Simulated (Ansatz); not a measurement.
# BP: the cost of one run

Method: DFT LDA, scalar-relativistic, plane waves, PAW, in Ansatz 0.2.0.

4 further runs of the same task are left out: 1 that didn't finish, 3 set aside as unsound or not needed.

## (1) Starting point

Symmetry: F-43m, No. 216, cubic system. Conventional cell: a = 4.490 Å, b = 4.490 Å, c = 4.490 Å, α = 90.00°, β = 90.00°, γ = 90.00°. B (site symmetry -43m) has 4 P at 1.94 Å as nearest neighbours. P (site symmetry -43m) is surrounded by 4 B at 1.94 Å.

As a file:

```
CELL_PARAMETERS angstrom
0.00000 2.24523 2.24523
2.24523 0.00000 2.24523
2.24523 2.24523 0.00000
ATOMIC_POSITIONS crystal
B 0.00000 0.00000 0.00000
P 0.75000 0.75000 0.75000
```

It is the result of an earlier relaxation at this level (volume 11.32 Å³/atom; gap on the mesh: 1.15 eV).

## (2) Relaxing at 2 GPa

At a set pressure the run lowers the enthalpy E + PV, so the energy alone may rise along the way.

Contents of input.yaml:

```yaml
crystal:
  lattice:
    - [0.0, 2.2452319364, 2.2452319364]
    - [2.2452319364, 0.0, 2.2452319364]
    - [2.2452319364, 2.2452319364, 0.0]
  atoms:
    - { symbol: B, position: [0.0, 0.0, 0.0] }
    - { symbol: P, position: [0.75, 0.75, 0.75] }
basis:
  ecutwfc: 420
kpoints:
  mp_grid: { grid: [10, 10, 10] }
hamiltonian:
  xc: lda
scf:
  occupations: { method: fixed }
output:
  forces: true
  stress: true
  eigenvalues: true
relax:
  adjacent_minimum: "off"
  f_tol: 0.001
  max_steps: 60
  cell: { stress_tol: 0.02, p_target: 2.0 }
```

On the command line:

```sh
$ ansatz run input.yaml --threads 1 --pin off --max-ram 3072MiB --backend cpu --events-out ev --progress --plain --runs-dir out
```

What time and memory should one allow on 1 thread of Intel Xeon Platinum 8259CL at 2.50GHz (Skylake/Cascade Lake), shared host?

About 7.4 s, with a peak of 0.34 GiB.
